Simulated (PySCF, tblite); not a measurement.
**C₅H₆NO₂S−: geometry, infrared bands and NMR shifts**

Wanted: the infrared bands and NMR shifts of C₅H₆NO₂S− (`CNc1cc(O)c([S-])o1`), by calculation.

The runs use tblite 0.8.0 and PySCF 2.14.0, with density-fitted response routines of our own; the level of theory stands in each step. All values are computed, except where a source is named. Atoms are numbered from 0 throughout.

**1. The starting structure**

15 atoms, charge -1, multiplicity 1; geometry from: force field or distance geometry start.

Bonds of the start (Å): C0–N1 1.43, N1–C2 1.36, C2–C3 1.37, C3–C4 1.40, C4–O5 1.34, C4–C6 1.38, C6–S7 1.69, C6–O8 1.36, O8–C2 1.36, C0–H9 1.10, C0–H10 1.10, C0–H11 1.10, N1–H12 1.00, C3–H13 1.08, O5–H14 0.98.

**2. Geometry optimisation with GFN2-xTB**

What the job is given:

```
{"job": {"kind": "relax", "xc": "GFN2-xTB", "basis": "xTB"}, "charge": -1, "multiplicity": 1}
C     -2.531600    -0.537600     0.017100
N     -1.368800    -0.587400    -0.809100
C     -0.150600    -0.177400    -0.368600
C      0.303800     0.377900     0.799600
C      1.675800     0.584100     0.610500
O      2.580900     1.099000     1.448300
C      1.982700     0.173400    -0.675200
S      3.522400     0.242500    -1.356300
O      0.860500    -0.301200    -1.274600
H     -2.427800    -1.141100     0.927500
H     -2.775600     0.494000     0.304500
H     -3.401200    -0.930400    -0.536100
H     -1.429500    -0.958900    -1.731600
H     -0.263000     0.582000     1.692100
H      3.417700     1.089300     0.930100
```

Launch:

```sh
$ OMP_NUM_THREADS=1 python probes_run.py task.json out
```

This one command runs all jobs of the session in turn.

**Question.** This job is followed by: GFN2-xTB harmonic vibrations, gas phase; GIAO PBE0/pcSseg-1 NMR shielding, non-relativistic, gas phase. Predict these results of the whole session: strongest single infrared mode (GFN2-xTB); zero-point energy (GFN2-xTB); 13C shifts against TMS (PBE0/pcSseg-1); 1H shifts against TMS (PBE0/pcSseg-1, means over atoms taken as alike); 15N shifts against NH3 (PBE0/pcSseg-1); 17O shifts against H2O (PBE0/pcSseg-1); 33S shifts against CS2 (PBE0/pcSseg-1).

The runs gave:

| quantity | value |
| --- | --- |
| strongest single infrared mode (GFN2-xTB) | 1216 cm⁻¹, 153 km/mol |
| zero-point energy (GFN2-xTB) | 66.1 kcal/mol |
| 13C shifts against TMS (PBE0/pcSseg-1) | 154.9, 147.6, 143.8, 90.3, 42.9 ppm |
| 1H shifts against TMS (PBE0/pcSseg-1, means over atoms taken as alike) | 5.31, 4.17, 2.50, 1.61 ppm |
| 15N shifts against NH3 (PBE0/pcSseg-1) | 59.1 ppm |
| 17O shifts against H2O (PBE0/pcSseg-1) | 296.6, 74.0 ppm |
| 33S shifts against CS2 (PBE0/pcSseg-1) | -151 ppm |

In words: Relaxing lowered the energy by 0.300 eV in 108 steps; the close pair that moved most is N1–C2, from 1.359 to 1.410 Å. No mode is imaginary among the 39: a minimum at this level. The strongest single mode, at 1216 cm⁻¹, moves mainly H14. Unscaled tight-binding wavenumbers are off by several per cent, some by more. Its intensities can rank the bands wrongly. At PBE0/pcSseg-1: Shielding is most anisotropic at S7 (span 325 ppm, paramagnetic term -403 ppm). NICS(1)zz of -18 ppm above the planar ring from C2 marks a diatropic (aromatic) ring current. At PBE0/pcSseg-1 the HOMO lies above zero (+0.27 eV), as often for anions in the gas phase: self-interaction error lifts it, or the electron is held by the finite basis alone; counter-ions and solvent are missing.
